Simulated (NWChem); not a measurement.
# UHF/aug-cc-pVDZ (tol2e 1e-06) run of AlHOF (SMILES [O][AlH][F])

Aim: the electronic atomisation energy of AlHOF at UHF/aug-cc-pVDZ (tol2e 1e-06), from 5 runs. 

Program for the calculation: NWChem 7.3.0.

10 further runs of the same task are left out: 2 that didn't finish, 8 set aside as unsound or not needed.

### Step 1. The molecule

AlHOF has 4 atoms, charge 0, and is taken as a doublet. As SMILES, `[O][AlH][F]`. The shape is that of a PBE0-D4/def2-TZVP optimisation.

Bond lengths: O1–Al2 1.731 Å, Al2–F3 1.641 Å, Al2–H4 1.564 Å. Angles: O1–Al2–F3 117.5°, O1–Al2–H4 119.2°, F3–Al2–H4 123.3°.

### Step 2. A single-point energy at UHF/aug-cc-pVDZ (tol2e 1e-06) (run 1)

The input, alfho.nw:

```
start alfho
title "AlFHO"
memory stack 880 mb heap 220 mb global 1100 mb
geometry units au noautosym nocenter noautoz
  O   -0.24245186  -2.00613325   2.45551013
  Al   0.07218754   0.04932185  -0.06991987
  F   -2.12877648  -0.01946418  -2.25293149
  H    2.40392060   1.86251407  -0.17083124
end
basis spherical bse
  * library aug-cc-pVDZ
end
scf
  nopen 1
  uhf
  thresh 1e-08
  maxiter 80
  tol2e 1e-06
  noprint "final vectors analysis"
end
task scf
```

Run with:

```
$ nwchem alfho.nw > alfho.out
```

What it wrote:

```text
[...]
  functions       =    82
[...]
  wavefunction    = UHF
[...]
         Total SCF energy =   -416.895251413910
      One electron energy =   -760.622859450990
      Two electron energy =    253.410330683498
 Nuclear repulsion energy =     90.317277353581
                       Sz =      0.5000
                 Sz(Sz+1) =      0.7500
                      S^2 =      0.7576
[...]
```

It took 98 s on 1 thread of Intel Xeon Platinum 8559C (Emerald Rapids), shared host; peak memory 0.094 GiB.

### Step 3. The Al atom (run 2)

The input, work.nw:

```
start work
title "Al energy"
memory total 2200 mb
geometry units angstrom noautosym nocenter noautoz
Al     0.000000     0.000000     0.000000
end
basis spherical bse
* library aug-cc-pVDZ
end
scf
doublet
uhf
thresh 1e-08
maxiter 80
tol2e 1e-06
print low
end
task scf energy
```

Run with:

```
$ nwchem work.nw > work.out
```

What it wrote:

```text
[...]
  functions       =    27
[...]
  wavefunction    = UHF
[...]
         Total SCF energy =   -241.874157217952
      One electron energy =   -336.610617435548
      Two electron energy =     94.736460217596
 Nuclear repulsion energy =      0.000000000000
                       Sz =      0.5000
                 Sz(Sz+1) =      0.7500
                      S^2 =      0.7683
[...]
```

Wall time 2.8 s (1 thread of Intel Xeon Platinum 8559C (Emerald Rapids), shared host); peak memory 0.096 GiB.

Run 3 isn't shown in full; the table further down has it.

### Step 4. The H atom, same level (run 4)

The input, m1.nw:

```
start m1
title "H energy"
memory 2200 mb

geometry units angstroms noautosym nocenter noautoz
  H     0.000000    0.000000    0.000000
end

basis spherical bse
  H library aug-cc-pVDZ
end

scf
  doublet
  uhf
  thresh 1e-08
  maxiter 80
  tol2e 1e-06
  noprint "final vectors analysis"
end

task scf energy
```

Run the same way, it converges to -0.49933 Eh (log not shown).

### Step 5. The O atom, same level (run 5)

The input, o.nw:

```
start o
memory total 2200 mb
charge 0

geometry units angstroms noautosym nocenter noautoz
O     0.000000    0.000000    0.000000
end

basis spherical bse
* library aug-cc-pVDZ
end

scf
nopen 2
uhf
thresh 1e-08
maxiter 80
tol2e 1e-06
print low
end

task scf energy
```

Run the same way, it converges to -74.79660 Eh (log not shown).

### Step 6. Overview of the runs

```csv
run,partner,energy (Eh),dipole moment (D),⟨S²⟩,wall time
1,base,-416.895251,1.58,0.758,98 s
2,atoms,-241.874157,–,0.768,2.8 s
3,atoms,-99.381092,0.00,0.754,0.78 s
4,atoms,-0.499334,0.00,0.750,0.6 s
5,atoms,-74.796601,–,2.008,0.76 s
```

### Step 7. Outcome

Level: UHF/aug-cc-pVDZ (tol2e 1e-06).

| quantity | value |
| --- | --- |
| O atom: total energy | -74.79660 Eh |
| O atom: ⟨S²⟩ | 2.008 |
| electronic atomisation energy | 9.363 eV |

What this shows: Taking the molecule apart into free atoms costs 9.36 eV (903 kJ/mol), before zero-point energy and without spin-orbit coupling. Hartree–Fock lacks the correlation of the bonding pairs, which as a rule makes this value much too low; in minimal bases other errors can mask that. All runs together took 1.7 min, the longest 98 s.
